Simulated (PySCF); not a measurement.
# A diatomic session: CaSb

Aim: find the lowest electronic state of CaSb, scan its bond at several levels of theory, and get bond length, wavenumber and dissociation energy from each curve.

Method: Ca x2c-SVPall, Sb x2c-SVPall, spin-free X2C with a Gaussian nucleus; program: PySCF 2.14.0.

### 1 Input

The job is set up so:

```yaml
atoms: Ca, Sb
charge: 0
basis: Ca x2c-SVPall, Sb x2c-SVPall
Hamiltonian: spin-free X2C with a Gaussian nucleus
basis_functions: 60
electrons_treated: 71
masses_in_u: 39.9626, 120.9038
levels: PBE0, PBE, r²SCAN, M06-L, r²SCANh, BHandHLYP, HF, MP2, SCS-MP2, CCSD, CCSD(T)
grid: 80 radial by 434 angular points
occupations: held fixed by the projection of orbital angular momentum
dissociation_limit: Ca + Sb, each in its ground configuration
starting_distance_in_angstrom: 2.955
values_of_2S_to_try: 1, 3
```

Run with:

```
$ OMP_NUM_THREADS=1 python dia.py task.json out
```

After this run come: The PBE0 curve of the state that the search chose; Excited determinants; PBE; r²SCAN; M06-L; r²SCANh (hybrid meta-GGA); BHandHLYP; UHF (mean field); Adding correlation.

Before running it: what results should come out? Wanted: for each run, Re; ωe; De; μ.

As calculated:

Lowest PBE0 solution found, without spin–orbit coupling: ⁴Σ⁻ (quartet), unpaired electrons σ ↑, π ↑↑. State 2 has its PBE0 minimum 0.09 eV higher, as a spin-mixed determinant (⟨S²⟩ = 1.76), so this is no gap between pure states. State 3 has its PBE0 minimum 0.14 eV higher. State 4 has its PBE0 minimum 0.34 eV higher, as a spin-mixed determinant (⟨S²⟩ = 1.76), so this is no gap between pure states. The other levels ran on the lowest alone.

```
      level  Re (Å)  ωe (cm⁻¹)  De (eV)  μ (D)
        UHF   3.178      173.1    0.448  -4.33
    UHF-MP2   3.180      162.4    0.421    n/a
UHF-SCS-MP2   3.198      158.1    0.346    n/a
   UHF-CCSD   3.216      149.0    0.384    n/a
UHF-CCSD(T)   3.221      148.4    0.423    n/a
        PBE   3.077      178.0     1.16  -2.93
     r²SCAN   3.081      184.6     1.26  -3.80
      M06-L   3.109      177.5     1.01  -2.67
    r²SCANh   3.083      184.4     1.22  -3.85
       PBE0   3.081      181.2     1.07  -3.40
  BHandHLYP   3.108      178.0     0.87  -3.67
```

De is counted to Ca + Sb in their ground configurations. A positive dipole means Ca(−)Sb(+).

**Reading.** The methods spread over 0.144 Å in bond length, from PBE to UHF-CCSD(T). CCSD(T) can't serve as the judge here: for a weak bond in this basis it is far from its limit. Of the levels with a De here, UHF-SCS-MP2 gives the least (0.346 eV) and r²SCAN the most (1.26 eV).

Correlated steps freeze 23 core orbitals. Spin–orbit coupling is left out, which matters for elements this heavy, above all for dissociation energies. At some levels the lowest empty orbital lies below the highest filled one (the two can be of opposite spin). With spin–orbit coupling the term label itself may not hold.
